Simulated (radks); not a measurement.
# Al⁺ in [Ne] 3s2: an all-electron calculation

An exercise on one series of results from a longer session: the logs are not shown, and one member is left open.

Program: radks (a radial shooting solver on a logarithmic mesh, Libxc functionals) version 1. Level of theory: non-relativistic Kohn-Sham, TASK exchange with Perdew-Wang LDA correlation, spin-unpolarised, spherical densities, point nucleus. These are calculated values, not measurements, unless marked.

**Starting point**

- element: aluminium (Z = 13)
- charge: +1
- electrons: 12
- configuration: [Ne] 3s2

Outer shells as boxes (Hund's rule):

Al⁺
```
[Ne] core
3s [↑↓]
```

The first run:

The run's settings:

```text
Z 13
configuration [Ne] 3s2 3p0 4s0
relativity non-relativistic
functional task,pw
spin unpolarised
nucleus point
```

One table of the session follows, with a row left open; its other results are not shown here.

It belongs to the step «Orbitals and density». Radial moments (bohr):

| level | <r> | outermost maximum (interpolated) | 90 % within | nodes |
| --- | --- | --- | --- | --- |
| 1s | 0.1208 | 0.0787 | 0.216 | 0 |
| 2s | 0.6260 | 0.498 | 0.989 | 1 |
| 2p | 0.5995 | 0.430 | 1.01 | 0 |
| 3s | ? | ? | ? | ? |
| 3p | 2.721 | 2.37 | 4.07 | 1 |

**Question.** Estimate the row for 3s.

The run gave: <r>: 2.453; outermost maximum (interpolated): 2.09; 90 % within: 3.67; nodes: 2. In the column «<r>» it lies between 2s (0.6260) and 3p (2.721).
